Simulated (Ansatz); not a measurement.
# SnCl₃F: one species, many methods

How much do the methods differ for SnCl₃F? The plan is to run it at one geometry with functionals of several rungs and with coupled cluster. The yardstick is the atomisation energy at the CCSD(T) limit.

The runs use Ansatz 0.2.0, Gaussian basis; functionals in def2-TZVPP, the program's frozen cores in correlated methods.

The runs, in order: LDA (SPW92), PBE-D4, revPBE-D4, BLYP-D4, r2SCAN-D4, B97M-V, PBE0-D4, B3LYP-D4, r2SCANh-D4, r2SCAN0-D4, HSE06-D4, BHLYP-D4, CAM-B3LYP-D4, LC-ωPBE, ωB97X-V, ωB97M-V, B2PLYP, PBE-QIDH; CCSD(T)/def2-SVP; CCSD(T)/def2-TZVPP; MP2/def2-QZVPP; extrapolation to the limit; RPA on PBE.

### 1 Structure used throughout

An earlier PBE0-D4 in a triple-zeta def2 set relaxation fixed the geometry. Sn takes the def2 core potential; no spin-orbit term is included.

SMILES `[F][Sn]([Cl])([Cl])[Cl]`, 5 atoms, charge 0, spin multiplicity 1.

Atoms are counted from 1 here; the program's logs count them from 0.

Bond lengths: F1–Sn2 1.892 Å, Sn2–Cl3 2.279 Å, Sn2–Cl4 2.279 Å, Sn2–Cl5 2.279 Å. Angles: F1–Sn2–Cl3 107.4°, F1–Sn2–Cl4 107.4°, F1–Sn2–Cl5 107.4°, Cl3–Sn2–Cl4 111.5°, Cl3–Sn2–Cl5 111.5°, Cl4–Sn2–Cl5 111.5°.

### 2 LDA

This LDA is Slater exchange with PW92 correlation.

Input file in.yaml:

```yaml
crystal:
  periodic: [false, false, false]
  atoms:
    - {symbol: F, position_ang: [-0.364536, -0.145826, 1.880971]}
    - {symbol: Sn, position_ang: [-0.005628, -0.002255, 0.029110]}
    - {symbol: Cl, position_ang: [1.736354, -1.396310, -0.436180]}
    - {symbol: Cl, position_ang: [-1.895457, -0.628132, -1.080452]}
    - {symbol: Cl, position_ang: [0.529258, 2.172523, -0.393458]}
basis:
  gaussian: {orbitals: def2-TZVPP}
hamiltonian: {xc: lda}
output: {orbitals: {seedname: orbitals}}
```

The runs that follow: PBE-D4 (GGA); revPBE-D4 (GGA); BLYP-D4 (GGA); r2SCAN-D4 (meta-GGA); B97M-V (meta-GGA); PBE0-D4 (hybrid); B3LYP-D4 (hybrid); r2SCANh-D4 (hybrid); r2SCAN0-D4 (hybrid); HSE06-D4 (hybrid); BHLYP-D4 (hybrid); CAM-B3LYP-D4 (range-separated); LC-ωPBE-D4 (range-separated); ωB97X-V (range-separated); ωB97M-V (range-separated); B2PLYP (double hybrid); PBE-QIDH (double hybrid); CCSD(T) in def2-SVP; CCSD(T) in def2-TZVPP; MP2 in def2-QZVPP; RPA on PBE orbitals.

Before running them: what should the planned runs give, taken together? Wanted: atomisation energy, CCSD(T)/CBS; farthest beyond LDA; mean size of error, GGA; mean size of error, meta-GGA; mean size of error, hybrid; mean size of error, range-separated; mean size of error, double hybrid; gap, smallest and largest; T1 diagnostic.

As calculated:

```
                               quantity                                      value
        atomisation energy, CCSD(T)/CBS                             345.8 kcal/mol
functionals within 3.5 kcal/mol (1.0 %)                 PBE-D4, r2SCAN-D4, ωB97X-V
                    farthest beyond LDA                  BHLYP-D4 (-29.4 kcal/mol)
                mean size of error, GGA                               9.3 kcal/mol
           mean size of error, meta-GGA                               4.4 kcal/mol
             mean size of error, hybrid                              14.1 kcal/mol
    mean size of error, range-separated                               8.2 kcal/mol
      mean size of error, double hybrid                              13.3 kcal/mol
              gap, smallest and largest  4.17 eV (LDA (SPW92)), 11.89 eV (LC-ωPBE)
                          T1 diagnostic                                     0.0121
triples share of the correlation energy                                      3.7 %
```

The LDA atomisation energy is off by 56.1 kcal/mol (16 %): it overbinds. PBE-D4 is off by +3.2 kcal/mol. Double hybrids carry the basis error of their MP2 part in triple zeta, and no dispersion term here, so their miss is partly the set-up's. Taken by rung, meta-GGA functionals do best (4.4 kcal/mol on average) and hybrid ones worst beyond LDA (14.1 kcal/mol). The mean of the hybrids holds BHLYP, with half exact exchange. RPA and LDA stand outside this count. Misses under about 3.5 kcal/mol are within the doubt on the reference itself, which lacks core-valence correlation, spin-orbit coupling and higher excitations, and its outer-core shells are covered unevenly. All levels share the lack of spin-orbit coupling, which lowers the free heavy atoms and so the true binding. Hartree-Fock recovers 67 % of the binding; the rest is correlation. CCSD(T) in def2-SVP is off by -45.0 kcal/mol, worse than the median functional, from the basis alone. The gap grows from 4.2 to 11.9 eV across the functionals, mostly with the share of exact exchange. Correlated methods include outer-core shells of Sn, which these sets cover unevenly.
